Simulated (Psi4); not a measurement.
# triplet GeH2ClF at 4 levels

Wanted: a comparison of 4 runs (UHF/STO-3G, UHF/3-21G, UB3LYP/6-31G*, UHSE06/aug-cc-pVDZ) of triplet GeH2ClF. 

The results are computed with Psi4 1.11.

1 further run of the same task is left out (set aside as unsound or not needed).

**1. The structure to begin with**

GeH2ClF: 5 atoms, total charge 0, spin state triplet. As SMILES of the parent species, `[F][GeH2][Cl]`. The coordinates come from a PBE0-D4/def2-TZVP relaxation. That shape belongs to the parent species and isn't relaxed for this state.

Bond lengths: F1–Ge2 1.730 Å, Ge2–Cl3 2.133 Å, Ge2–H4 1.528 Å, Ge2–H5 1.528 Å. Angles: F1–Ge2–Cl3 106.4°, F1–Ge2–H4 107.1°, F1–Ge2–H5 107.1°, Cl3–Ge2–H4 109.1°, Cl3–Ge2–H5 109.1°, H4–Ge2–H5 117.4°.

**2. Energy and gradient at UHF/STO-3G (run 1)**

input.json reads:

```json
{
  "schema_name": "qcschema_input",
  "schema_version": 1,
  "molecule": {
    "schema_name": "qcschema_molecule",
    "schema_version": 2,
    "symbols": ["F", "Ge", "Cl", "H", "H"],
    "geometry": [-0.45731372, -0.95998087, 3.00201892, 0.26437268, -0.16856357, -0.08598254, -2.62728623, 2.35252005, -1.32072959, 0.12774549, -2.59931828, -1.63914844, 2.78677912, 1.23625883, -0.03458199],
    "molecular_charge": 0,
    "molecular_multiplicity": 3,
    "fix_symmetry": "c1"
  },
  "driver": "gradient",
  "model": {
    "method": "hf",
    "basis": "STO-3G"
  },
  "keywords": {
    "reference": "uhf",
    "puream": true,
    "e_convergence": 1e-09,
    "d_convergence": 1e-08,
    "scf_type": "pk",
    "maxiter": 200,
    "scf_properties": ["MAYER_INDICES", "MULLIKEN_CHARGES", "LOWDIN_CHARGES"]
  }
}
```

The run is started by

```sh
$ psi4 --qcschema input.json -n 1 --memory 1600MB
```

stdout:

```text
[...]
  Running in c1 symmetry.
[...]
  Nuclear repulsion =  281.182607137029891
[...]
  Multiplicity = 3
[...]
  Nalpha       = 31
  Nbeta        = 29
[...]
    Number of basis functions: 34
[...]
   @UHF iter   1: -2605.00076510895951   -2.81486e+00   1.65565e-02 DIIS/ADIIS
[...]
   @UHF iter  15: -2605.26926787179309   -7.73070e-12   7.94659e-09 DIIS
[...]
   @S^2 Observed:                2.002694077E+00
[...]
  @UHF Final Energy: -2605.26926787179309
   => Energetics <=
    Nuclear Repulsion Energy =            281.1826071370298905
    One-Electron Energy =               -4212.9383737148382352
    Two-Electron Energy =                1326.4864987060152544
    Total Energy =                      -2605.2692678717930903
  UHF NO Occupations:
  HONO-2 :   29  A 1.9987320
  HONO-1 :   30  A 1.0000000
[...]
 Multipole Moments:
 ------------------------------------------------------------------------------------
     Multipole            Electronic (a.u.)      Nuclear  (a.u.)        Total (a.u.)
 ------------------------------------------------------------------------------------
 L = 1.  Multiply by 2.5417464519 to convert [e a0] to [Debye]
 Dipole X            :          0.9747382           -1.3410865           -0.3663482
 Dipole Y            :         -0.8717916            1.4129620            0.5411704
 Dipole Z            :          0.4690210           -1.1556266           -0.6866056
 Magnitude           :                                                    0.9478944
[...]
  Mulliken Charges: (a.u.)
   Center  Symbol    Alpha    Beta     Spin     Total
       1     F     4.65405  4.66292 -0.00887 -0.31696
       2    GE    16.17987 15.36307  0.81680  0.45705
       3    CL     8.98911  7.87755  1.11156  0.13334
       4     H     0.58848  0.54823  0.04026 -0.13671
       5     H     0.58848  0.54824  0.04025 -0.13672
   Total alpha = 31.00000, Total beta = 29.00000, Total charge =  0.00000
  Lowdin Charges: (a.u.)
   Center  Symbol    Alpha    Beta     Spin     Total
       1     F     4.63225  4.63873 -0.00648 -0.27098
[...]
  -Total Gradient:
     Atom            X                  Y                   Z
    ------   -----------------  -----------------  -----------------
       1       -0.008868921659     0.004721858900     0.003415740797
       2       -0.172857233192     0.141435004079    -0.051605448263
       3        0.184949965402    -0.159791250424     0.075496690455
       4       -0.019963204914    -0.019664740437    -0.024733812609
       5        0.016739394392     0.033299127885    -0.002573170369
[...]
```

The result, in JSON:

```text
{
 "driver": "gradient",
 "model": {
  "method": "hf",
  "basis": "STO-3G"
 },
 "success": true,
 "return_result": [-0.008868921659167202, 0.004721858900089637, 0.003415740796867961, -0.17285723319188262, 0.14143500407934972, -0.051605448263355974, 0.1849499654024744, -0.15979125042413658, 0.07549669045514851, -0.019963204913702754, -0.019664740437130818, -0.02473381260909803, 0.01673939439162439, 0.0332991278847016, -0.002573170369248774],
 "properties": {
  "calcinfo_nbasis": 34,
  "calcinfo_nmo": 34,
  "calcinfo_nalpha": 31,
  "calcinfo_nbeta": 29,
  "calcinfo_natom": 5,
  "nuclear_repulsion_energy": 281.1826071370299,
  "return_energy": -2605.269267871793,
  "return_gradient": [-0.008868921659167202, 0.004721858900089637, 0.003415740796867961, -0.17285723319188262, 0.14143500407934972, -0.051605448263355974, 0.1849499654024744, -0.15979125042413658, 0.07549669045514851, -0.019963204913702754, -0.019664740437130818, -0.02473381260909803, 0.01673939439162439, 0.0332991278847016, -0.002573170369248774],
  "scf_one_electron_energy": -4212.938373714838,
  "scf_two_electron_energy": 1326.4864987060153,
  "scf_dipole_moment": [-0.36634824600018423, 0.5411704363144874, -0.6866056131714129],
  "scf_total_energy": -2605.269267871793,
  "scf_total_gradient": [-0.008868921659167202, 0.004721858900089637, 0.003415740796867961, -0.17285723319188262, 0.14143500407934972, -0.051605448263355974, 0.1849499654024744, -0.15979125042413658, 0.07549669045514851, -0.019963204913702754, -0.019664740437130818, -0.02473381260909803, 0.01673939439162439, 0.0332991278847016, -0.002573170369248774],
  "scf_iterations": 15
 }
}
```

It took 2.7 s on 1 thread of AMD EPYC 7R43 (Zen 3), shared host; peak memory 0.19 GiB.

**3. Energy and gradient at UHF/3-21G (run 2)**

input.inp reads:

```
memory 1600 MB

molecule {
  0 3
  F
  Ge 1 1.729602
  Cl 2 2.132667 1 106.40965
  H 2 1.528174 1 107.09014 3 -116.61996
  H 2 1.528095 4 117.41219 1 120.38195
  symmetry c1
  no_reorient
  no_com
}

set basis 3-21G
set reference uhf
set puream true
set e_convergence 1e-09
set d_convergence 1e-08
set scf_type pk
set maxiter 200

result, w = gradient('scf', return_wfn=True)
oeprop(w, 'DIPOLE', 'MAYER_INDICES', 'QUADRUPOLE', title='SCF')
```

The run is started by

```sh
$ psi4 -n 1 input.inp input.out
```

input.out:

```text
[...]
  Running in c1 symmetry.
[...]
  Nuclear repulsion =  281.182580258705002
[...]
  Multiplicity = 3
[...]
  Nalpha       = 31
  Nbeta        = 29
[...]
    Number of basis functions: 48
[...]
   @UHF iter   1: -2622.04767864511450   -3.63298e+00   1.68016e-02 ADIIS/DIIS
[...]
   @UHF iter  18: -2622.50301513093746   -9.09495e-13   3.79425e-09 DIIS
[...]
   @S^2 Observed:                2.004896763E+00
[...]
  @UHF Final Energy: -2622.50301513093746
   => Energetics <=
    Nuclear Repulsion Energy =            281.1825802587050021
    One-Electron Energy =               -4217.2353478414588608
    Two-Electron Energy =                1313.5497524518161754
    Total Energy =                      -2622.5030151309374560
  UHF NO Occupations:
  HONO-2 :   29  A 1.9991350
  HONO-1 :   30  A 1.0000000
[...]
  -Total Gradient:
     Atom            X                  Y                   Z
    ------   -----------------  -----------------  -----------------
       1        0.000001604416    -0.001249584042    -0.005488871784
       2        0.000016941621    -0.168070796801     0.055602417209
       3        0.000001619557     0.203654620729    -0.052676129200
       4        0.004911368446    -0.017160100931     0.001285332758
       5       -0.004931534039    -0.017174138957     0.001277251022
[...]
 Multipole Moments:
 ------------------------------------------------------------------------------------
     Multipole            Electronic (a.u.)      Nuclear  (a.u.)        Total (a.u.)
 ------------------------------------------------------------------------------------
 L = 1.  Multiply by 2.5417464519 to convert [e a0] to [Debye]
 Dipole X            :          0.0001313           -0.0000940            0.0000373
 Dipole Y            :          1.1213337           -1.9585167           -0.8371829
 Dipole Z            :         -0.0299484            1.1378329            1.1078845
 Magnitude           :                                                    1.3886265
 L = 2.  Multiply by 1.3450342976 to convert [e a0^2] to [Debye ang]
 Quadrupole XX       :        -38.5777515           12.1783752          -26.3993764
 Quadrupole XY       :          0.0001875           -0.0002013           -0.0000138
[...]
```

Wall time 3.3 s (1 thread of AMD EPYC 7R43 (Zen 3), shared host); peak memory 0.2 GiB.

Run 3 isn't shown in full; the table further down has it.

**4. The energy at UHSE06/aug-cc-pVDZ (run 4)**

clfgeh2_ase.py reads:

```python
import numpy as np
from ase.calculators.psi4 import Psi4
from ase import Atoms

atoms = Atoms(['F', 'Ge', 'Cl', 'H', 'H'], positions=[
    [-0.242000, -0.508000, 1.588600],
    [0.139900, -0.089200, -0.045500],
    [-1.390300, 1.244900, -0.698900],
    [0.067600, -1.375500, -0.867400],
    [1.474700, 0.654200, -0.018300],
])
calc = Psi4(atoms=atoms, method='hse06', basis='aug-cc-pVDZ', memory='1600MB', num_threads=1, charge=0, multiplicity=3, label='calc', reference='uks')
calc.psi4.set_options({'puream': True, 'e_convergence': 1e-09, 'd_convergence': 1e-08, 'scf_type': 'pk', 'dft_radial_points': 99, 'dft_spherical_points': 590, 'maxiter': 200})
atoms.calc = calc

print(f'energy: {atoms.get_potential_energy():.6f} eV')
```

The run is started by

```sh
$ python clfgeh2_ase.py
```

calc.dat:

```text
[...]
  Running in c1 symmetry.
[...]
  Nuclear repulsion =  281.182606757185397
[...]
  Multiplicity = 3
[...]
  Nalpha       = 31
  Nbeta        = 29
[...]
    Number of basis functions: 104
[...]
   @UKS iter   1: -2636.67080026994199   -2.37683e+00   1.29803e-02 ADIIS/DIIS
[...]
   @UKS iter  20: -2637.57344845860371    9.09495e-13   6.51090e-09 DIIS
[...]
   @S^2 Observed:                2.008325894E+00
[...]
    Orbital Energies [Eh]
    ---------------------
    Alpha Occupied:
       1A   -399.179775     2A   -101.781058     3A    -49.990401
       4A    -44.465003     5A    -44.463967     6A    -44.463807
       7A    -24.767892     8A     -9.590659     9A     -7.326452
      10A     -7.316639    11A     -7.311157    12A     -6.346432
      13A     -4.498495    14A     -4.496248    15A     -4.495794
      16A     -1.302152    17A     -1.289761    18A     -1.288444
      19A     -1.286082    20A     -1.285003    21A     -1.175215
      22A     -0.908723    23A     -0.609154    24A     -0.465201
      25A     -0.464818    26A     -0.458003    27A     -0.423037
      28A     -0.405026    29A     -0.387340    30A     -0.382838
      31A     -0.094319
[...]
  @UKS Final Energy: -2637.57344845860371
   => Energetics <=
    Nuclear Repulsion Energy =            281.1826067571853969
    One-Electron Energy =               -4229.2273875973551185
    Two-Electron Energy =                1400.4606912727804229
    DFT Exchange-Correlation Energy =     -89.9893588912144651
    Empirical Dispersion Energy =           0.0000000000000000
    VV10 Nonlocal Energy =                  0.0000000000000000
    Total Energy =                      -2637.5734484586037070
[...]
 Multipole Moments:
 ------------------------------------------------------------------------------------
     Multipole            Electronic (a.u.)      Nuclear  (a.u.)        Total (a.u.)
 ------------------------------------------------------------------------------------
 L = 1.  Multiply by 2.5417464519 to convert [e a0] to [Debye]
 Dipole X            :          1.3210558           -1.3410865           -0.0200307
 Dipole Y            :         -1.1261334            1.4129620            0.2868287
 Dipole Z            :          0.5032268           -1.1556266           -0.6523998
 Magnitude           :                                                    0.7129498
[...]
```

The script printed:

```text
energy: -71772.029274 eV
```

Wall time 2.1 min (1 thread of AMD EPYC 7R43 (Zen 3), shared host); peak memory 0.98 GiB.

**5. The series**

| run | level | Cartesian functions | integration grid | energy (Eh) | dipole moment (D) | HOMO energy (eV) | ⟨S²⟩ | wall time |
| --- | --- | --- | --- | --- | --- | --- | --- | --- |
| 1 | UHF/STO-3G | no | – | -2605.269268 | 2.41 | -0.69 | 2.003 | 2.7 s |
| 2 | UHF/3-21G | no | – | -2622.503015 | 3.53 | -4.31 | 2.005 | 3.3 s |
| 3 | UB3LYP/6-31G* (Cartesian functions) | yes | 99 radial × 590 angular | -2637.821619 | 1.86 | -2.22 | 2.007 | 28 s |
| 4 | UHSE06/aug-cc-pVDZ | no | 99 radial × 590 angular | -2637.573448 | 1.81 | -2.57 | 2.008 | 2.1 min |

**6. Summary of results**

```
                                 quantity           value
                      run 4: total energy  -2637.57345 Eh
                     run 4: dipole moment          1.81 D
run 4: HOMO energy (highest over α and β)        -2.57 eV
                              run 4: ⟨S²⟩           2.008
```

**Reading.** The dipole moment (its size) runs from 1.81 D (UHSE06/aug-cc-pVDZ) to 3.53 D (UHF/3-21G). The two ends differ in method and basis. Totals of different functionals can't be ranked against each other. In run 1 the basis is minimal, so the values are rough. All runs together took 2.6 min, the longest 2.1 min.
